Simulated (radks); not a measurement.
# Rb³⁶⁺ in 2p1: an all-electron calculation

One table from this session's results is given with a row withheld; the runs are named, their logs left out.

Method: Dirac Kohn-Sham, LDA (Slater exchange, Perdew-Wang correlation), spin-unpolarised, spherical densities, finite nucleus; open shells are shared between the two j in proportion to 2j + 1. Code: radks (a radial shooting solver on a logarithmic mesh, Libxc functionals) version 1.

## Starting point

- element: rubidium (Z = 37)
- charge: +36
- electrons: 1
- configuration: 2p1
- nuclear rms radius: 4.2036 fm

Outer shells as boxes (Hund's rule):

Rb³⁶⁺
```
2p [↑ ][  ][  ]
```

Set-up of the first run:

Settings of this run:

```text
Z 37
configuration 2p1 1s0 3p0 3d0
relativity Dirac
functional lda,pw
spin unpolarised
j_filling average
nucleus finite rms 4.2036 fm
c 137.035999084
```

Steps of the session up to this table: Self-consistent calculation.

One of the session's tables, all rows but one given; the rest of the session is left out.

It belongs to the step «Shells». Radial density 4πr²ρ:

| r (bohr) | 4πr²ρ (e/bohr) |
| --- | --- |
| 0.00287 | 0.001373 |
| 0.00395 | 0.002810 |
| 0.00539 | 0.006005 |
| 0.00742 | 0.01409 |
| 0.0102 | 0.03544 |
| 0.0141 | 0.09318 |
| 0.0192 | 0.2407 |
| 0.0265 | 0.6161 |
| 0.0365 | 1.459 |
| 0.0502 | 3.047 |
| 0.0686 | 5.234 |
| 0.0945 | 7.065 |
| 0.130 | ? |
| 0.179 | 3.835 |
| 0.245 | 1.162 |
| 0.337 | 0.1359 |
| 0.464 | 0.004418 |

Estimate the missing values for r (bohr) = 0.130.

Worked estimate for «4πr²ρ (e/bohr)». A straight line through the neighbours (0.0945, 7.065) and (0.179, 3.835) gives 7.065 + (3.835 − 7.065) × (0.130 − 0.0945) / (0.179 − 0.0945) = 5.708; a parabola fitted to 4 rows on both sides gives 5.715.

The run gave: 4πr²ρ (e/bohr): 6.665. In «4πr²ρ (e/bohr)» the line misses by -0.957 and the parabola by -0.950.
